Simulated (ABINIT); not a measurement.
# Sn3Te (I4/mmm) in ABINIT: settings compared

The runs below take Sn3Te through relaxation of cell and atoms, with LDA, PBEsol.

All numbers are computed with ABINIT 10.8.3 (patched build); they aren't measurements. Logs are shortened: lines on timing, memory, paths and dates and some standing lists are left out, and cuts for length are marked. The log counts tension as positive stress, the text compression.

**1. The structure**

Symmetry: I4/mmm, No. 139, tetragonal system. The conventional cell has a = 4.602 Å, b = 4.602 Å, c = 11.033 Å, α = 90.00°, β = 90.00°, γ = 90.00°. Te (site symmetry 4/mmm) is surrounded by 12 Sn at 3.25 to 3.59 Å. Around Sn (site symmetry 4/mmm) lie 4 Te at 3.25 Å and 8 Sn at 3.59 Å. Sn (site symmetry -4m2) is surrounded by 8 Sn at 3.25 to 3.59 Å and 4 Te at 3.59 Å.

The cell comes from a database or a generator and needn't be the stable form of this composition.

**2. Relaxation of cell and atoms, LDA**

The input, run.abi:

```
pp_dirpath "./"
pseudos "Te.LDA_PW-JTH.xml, Sn.LDA_PW-JTH.xml"

acell 6.4046876962 6.4046876962 6.4046876962 Angstrom
rprim
    -0.3592531141     0.3592531141     0.8613213105
     0.3592531141    -0.3592531141     0.8613213105
     0.3592531141     0.3592531141    -0.8613213105
ntypat 2
znucl 52 50
natom 4
typat 1 2 2 2
xred
     0.0000000000     0.0000000000     0.0000000000
     0.5000000000     0.5000000000     0.0000000000
     0.2500000000     0.7500000000     0.5000000000
     0.7500000000     0.2500000000     0.5000000000
chkprim 0
chksymtnons 0
tolsym 1.0e-6

ecut 22.0
pawecutdg 44.0

kptopt 1
ngkpt 6 6 6
nshiftk 1
shiftk 0.0 0.0 0.0

ixc 7

nband 29
occopt 3
tsmear 0.05 eV

nstep 100
tolvrs 1.0e-9

iomode 3
prtwf 0
prtden 0
prteig 0
prtebands 0
enunit 2

ionmov 2
ntime 60
tolmxf 0.0005
optcell 2
dilatmx 1.08
ecutsm 0.5
```

Potentials or basis: JTH PAW LDA v2.0.

Started as:

```bash
> mpirun --bind-to none -np 4 abinit run.abi > log 2>&1
```

run.abo:

```text
.Version 10.8.3 of ABINIT
 Symmetries : space group I4/m m m (#139); Bravais tI (body-center tetrag.)
================================================================================
 Values of the parameters that define the memory need of the present run
     intxc =       0    ionmov =       2      iscf =      17    lmnmax =      18
     lnmax =       6     mgfft =      60  mpssoang =       3    mqgrid =    3001
     natom =       4  nloc_mem =       2    nspden =       1   nspinor =       1
    nsppol =       1      nsym =      16    n1xccc =       1    ntypat =       2
    occopt =       3   xclevel =       1
       mpw =        4914          nfft =      216000          nkpt =          30
Pmy_natom=         1
 PAW method is used; the additional fine FFT grid is defined by:
   mgfftf=        80    nfftf =    512000
================================================================================
================================================================================

--------------------------------------------------------------------------------
------------- Echo of variables that govern the present computation ------------
--------------------------------------------------------------------------------
 -outvars: echo values of preprocessed input variables --------
            acell      1.2103105668E+01  1.2103105668E+01  1.2103105668E+01 Bohr
              amu      1.27600000E+02  1.18710000E+02
          chkprim           0
      chksymtnons           0
          dilatmx      1.08000000E+00
             ecut      2.20000000E+01 Hartree
           ecutsm      5.00000000E-01 Hartree
           enunit           2
           ionmov           2
              ixc           7
         kptrlatt        6    0    0      0    6    0      0    0    6
          kptrlen      5.21769408E+01
            natom           4
            nband          29
            ngfft          60      60      60
          ngfftdg          80      80      80
             nkpt          30
            nstep         100
             nsym          16
            ntime          60
           ntypat           2
           occopt           3
          optcell           2
        pawecutdg      4.40000000E+01 Hartree
           prtden           0
        prtebands           0
           prteig           0
            prtwf           0
            rprim     -3.5925311410E-01  3.5925311410E-01  8.6132131050E-01
                       3.5925311410E-01 -3.5925311410E-01  8.6132131050E-01
                       3.5925311410E-01  3.5925311410E-01 -8.6132131050E-01
          spgroup         139
           tolmxf      5.00000000E-04
           tolsym      1.00000000E-06
           tolvrs      1.00000000E-09
[... 1360 lines left out ...]
  -0.68536   -0.68314   -0.68312   -0.68258   -0.68185   -0.68185   -0.68153   -0.68046
  -0.67993   -0.67993   -0.67622   -0.67617   -0.67617   -0.67268   -0.66844   -0.36378
  -0.21541   -0.09335   -0.08553   -0.02278   -0.01273   -0.01273    0.04718    0.04718
   0.10589    0.13029    0.23343    0.23343    0.29501
      occupation numbers for kpt#   1
   2.00000    2.00000    2.00000    2.00000    2.00000    2.00000    2.00000    2.00000
   2.00000    2.00000    2.00000    2.00000    2.00000    2.00000    2.00000    2.00000
   2.00000    2.00000    2.00000    2.00000    2.00000    2.00000    2.00000    2.00000
   1.78690    0.00003    0.00000    0.00000    0.00000
 prteigrs : prtvol=0 or 1, do not print more k-points.

 Fermi (or HOMO) energy (eV) =   2.98764   Average Vxc (eV)= -10.50258
 Eigenvalues (   eV  ) for nkpt=  30  k points:
 kpt#   1, nband= 29, wtk=  0.00463, kpt=  0.0000  0.0000  0.0000 (reduced coord)
 -18.64948  -18.58929  -18.58856  -18.57391  -18.55403  -18.55403  -18.54528  -18.51628
 -18.50187  -18.50187  -18.40076  -18.39957  -18.39957  -18.30450  -18.18932   -9.89883
  -5.86173   -2.54014   -2.32741   -0.61991   -0.34643   -0.34643    1.28377    1.28377
   2.88131    3.54525    6.35207    6.35207    8.02774
 prteigrs : prtvol=0 or 1, do not print more k-points.

--- !EnergyTerms
iteration_state     : {dtset: 1, itime: 11, icycle: 1, }
comment             : Components of total free energy in Hartree
kinetic             :  3.78474611876282E+01
hartree             :  7.77167561246711E+01
xc                  : -2.46529816166053E+01
Ewald energy        : -1.52075715278151E+02
psp_core            :  1.20315042935719E+01
local_psp           : -2.15291187341135E+02
PAW spherical_terms :  4.63948226410279E+01
internal            : -2.18029339988992E+02
'-kT*entropy'       : -7.30857341356454E-04
total_energy        : -2.18030070846333E+02
total_energy_eV     : -5.93290047103818E+03
...

--- !EnergyTermsDC
iteration_state     : {dtset: 1, itime: 11, icycle: 1, }
comment             : '"Double-counting" decomposition of free energy'
band_energy         : -2.18164012657315E+01
Ewald energy        : -1.52075715278151E+02
psp_core            :  1.20315042935719E+01
xc_dc               : -8.54001583714957E+01
PAW spherical_terms :  2.92314230166412E+01
internal            : -2.18029347605165E+02
'-kT*entropy'       : -7.30857341356454E-04
total_energy_dc     : -2.18030078462507E+02
total_energy_dc_eV  : -5.93290067828481E+03
...

--- !EnergyTermsWithPAWCore
iteration_state     : {dtset: 1, itime: 11, icycle: 1, }
comment             : 'Components of total free energy, including PAW core contributions'
Total energy        : -2.53050637492063E+04
Total energy DC     : -2.53050637568225E+04
Total energy (eV)   : -6.88585863658825E+05
Total energy DC (eV): -6.88585863866071E+05
...

 Cartesian components of stress tensor (hartree/bohr^3)
  sigma(1 1)= -8.56402959E-07  sigma(3 2)=  0.00000000E+00
  sigma(2 2)= -8.56402959E-07  sigma(3 1)=  0.00000000E+00
  sigma(3 3)= -1.49876731E-06  sigma(2 1)=  0.00000000E+00

-Cartesian components of stress tensor (GPa)         [Pressure=  3.1496E-02 GPa]
- sigma(1 1)= -2.51962450E-02  sigma(3 2)=  0.00000000E+00
- sigma(2 2)= -2.51962450E-02  sigma(3 1)=  0.00000000E+00
- sigma(3 3)= -4.40952568E-02  sigma(2 1)=  0.00000000E+00

== END DATASET(S) ==============================================================
================================================================================

 -outvars: echo values of variables after computation  --------
            acell      1.2105061987E+01  1.2105061987E+01  1.2105061987E+01 Bohr
           etotal     -2.1803007846E+02
            fcart      1.8994086313E-31 -1.8994086313E-31  7.4528866089E-32
                       1.8994086313E-31 -1.8994086313E-31  7.4528866089E-32
                      -9.4970431565E-31 -5.6982258939E-31 -2.2358659827E-31
                       5.6982258939E-31  9.4970431565E-31  7.4528866089E-32
            rprim     -3.4309548956E-01  3.4309548956E-01  8.7439748976E-01
                       3.4309548956E-01 -3.4309548956E-01  8.7439748976E-01
                       3.4309548956E-01  3.4309548956E-01 -8.7439748976E-01
           strten     -8.5640295935E-07 -8.5640295935E-07 -1.4987673142E-06
                       0.0000000000E+00  0.0000000000E+00  0.0000000000E+00
           xangst     -3.9362879918E-29 -6.4647073480E-29 -1.6122283934E-29
                      -3.7773451648E-16  3.1827103917E-16  5.6011480549E+00
                       2.1977746466E+00  2.3500188930E-16  2.8005740275E+00
                      -4.7000377860E-16  2.1977746466E+00  2.8005740275E+00
             xred     -1.6146588174E-29 -1.0394362030E-29 -2.3662561028E-29
                       5.0000000000E-01  5.0000000000E-01 -1.3528110676E-17
                       2.5000000000E-01  7.5000000000E-01  5.0000000000E-01
                       7.5000000000E-01  2.5000000000E-01  5.0000000000E-01
 Calculation completed.
```

Run time: 11 min. Hardware: 4 MPI ranks of Arm Neoverse V2, shared host; peak memory 0.88 GiB.

Results:

```
Free energy                                           : -5932.9007 eV
Relaxed volume                                        : 27.05 Å³/atom
Relaxed cell                                          : a = 6.406 Å, b = 6.406 Å, c = 6.406 Å, α = 139.87°, β = 139.87°, γ = 58.05°
Space group after relaxing (to 0.05 Å)                : I4/mmm (No. 139)
Energy gained by relaxing                             : 34.3 meV/atom
Ionic steps                                           : 11
Pressure after relaxing                               : 0.0 GPa
Band gap on the k mesh                                : none (metal or under the smearing width)
Valence electrons inside the program's atomic spheres : Te 3.12; Sn 11.87, 11.88
```

Step by step:
```tsv
step	energy change (eV)	largest force (eV/Å)	pressure (GPa)	volume (Å³)
1	0.0000	0.0000	-3.84	116.82
2	-0.0317	0.0000	-3.38	115.45
3	-0.1229	0.0000	0.61	106.44
4	-0.1249	0.0000	0.00	107.58
5	-0.1251	0.0000	0.03	107.53
6	-0.0743	0.0000	2.98	103.88
7	-0.1298	0.0000	0.27	107.26
8	-0.1331	0.0000	0.40	107.15
9	-0.1355	0.0000	0.53	107.29
10	-0.1365	0.0000	0.33	107.61
11	-0.1372	0.0000	0.03	108.22
```

Final structure:
```cif
data_structure
_symmetry_space_group_name_H-M 'P 1'
_symmetry_Int_Tables_number 1
_cell_length_a 6.4057
_cell_length_b 6.4057
_cell_length_c 6.4057
_cell_angle_alpha 139.869
_cell_angle_beta 139.869
_cell_angle_gamma 58.053
_cell_volume 108.22
loop_
_atom_site_label
_atom_site_type_symbol
_atom_site_fract_x
_atom_site_fract_y
_atom_site_fract_z
_atom_site_occupancy
Te1 Te 0.00000 0.00000 0.00000 1
Sn1 Sn 0.50000 0.50000 0.00000 1
Sn2 Sn 0.25000 0.75000 0.50000 1
Sn3 Sn 0.75000 0.25000 0.50000 1
```

Levels at points of the mesh, in eV from the Fermi level:
```csv
k point,band 20,band 21,band 22,band 23,band 24,band 25,band 26,band 27,band 28,band 29
"(0.00, 0.00, 0.00)",-3.61,-3.33,-3.33,-1.70,-1.70,-0.11,0.56,3.36,3.36,5.04
"(0.50, 0.00, 0.00)",-2.51,-2.23,-1.97,-0.68,-0.52,0.40,1.19,1.43,1.44,1.69
"(0.50, 0.50, 0.00)",-5.68,-4.93,-3.75,-2.95,-1.75,-0.67,2.14,2.45,5.78,6.00
"(0.50, 0.50, 0.50)",-3.90,-3.77,-1.45,-0.44,-0.44,-0.07,1.48,2.23,4.10,4.10
```

**3. Relaxation of cell and atoms, PBEsol**

run.abi: that of step 2 with these lines changed.

```diff
@@ -1,3 +1,3 @@
 pp_dirpath "./"
-pseudos "Te.LDA_PW-JTH.xml, Sn.LDA_PW-JTH.xml"
+pseudos "Te.GGA_PBE-JTH.xml, Sn.GGA_PBE-JTH.xml"
 
@@ -23,5 +23,6 @@
 pawecutdg 44.0
+pawxcdev 0
 
 kptopt 1
-ngkpt 6 6 6
+ngkpt 5 5 5
 nshiftk 1
@@ -29,3 +30,3 @@
 
-ixc 7
+ixc -116133
```

Potentials or basis: JTH PAW PBE v2.0.

Started as:

```bash
> mpirun --bind-to none -np 4 abinit run.abi > log 2>&1
```

Run time: 4.9 min. Hardware: 4 MPI ranks of Arm Neoverse V2, shared host; peak memory 1 GiB.

Results (log left out):

- Free energy: -5917.8421 eV
- Relaxed volume: 27.22 Å³/atom
- Relaxed cell: a = 6.234 Å, b = 6.234 Å, c = 6.234 Å, α = 137.61°, β = 137.61°, γ = 61.51°
- Space group after relaxing (to 0.05 Å): I4/mmm (No. 139)
- Energy gained by relaxing: 20.7 meV/atom
- Ionic steps: 7
- Pressure after relaxing: 0.1 GPa
- Band gap on the k mesh: none (metal or under the smearing width)
- Valence electrons inside the program's atomic spheres: Te 3.09; Sn 11.84

Stress tensor (GPa, compression positive):
```
0.12 0.00 0.00
0.00 0.12 0.00
0.00 0.00 0.03
```

The path:
```csv
step,energy change (eV),largest force (eV/Å),pressure (GPa),volume (Å³)
1,0.0000,0.0000,-3.22,116.82
2,-0.0216,0.0000,-2.82,115.67
3,-0.0813,0.0000,0.36,108.42
4,-0.0822,0.0000,-0.03,109.18
5,-0.0823,0.0000,-0.01,109.14
6,-0.0828,0.0000,0.10,108.88
7,-0.0830,0.0000,0.09,108.88
```

Final structure:
```xyz
4
Lattice="-2.2540 2.2540 5.3574 2.2540 -2.2540 5.3574 2.2540 2.2540 -5.3574" Properties=species:S:1:pos:R:3 pbc="T T T"
Te    0.0000    0.0000    0.0000
Sn    0.0000    0.0000    5.3574
Sn    2.2540    0.0000    2.6787
Sn    0.0000    2.2540    2.6787
```

Levels at points of the mesh, in eV from the Fermi level:
| k point | band 21 | band 22 | band 23 | band 24 | band 25 | band 26 | band 27 | band 28 |
| --- | --- | --- | --- | --- | --- | --- | --- | --- |
| (0.00, 0.00, 0.00) | -3.15 | -3.15 | -1.64 | -1.64 | -0.28 | 0.34 | 2.92 | 2.92 |

Caveat: the k mesh is coarse (spacing up to 0.39 Å⁻¹), so the values aren't converged; the PAW data sets were made with another functional, which shifts forces and pressure a little. The run has no spin-orbit coupling, so splittings on Te are missing.
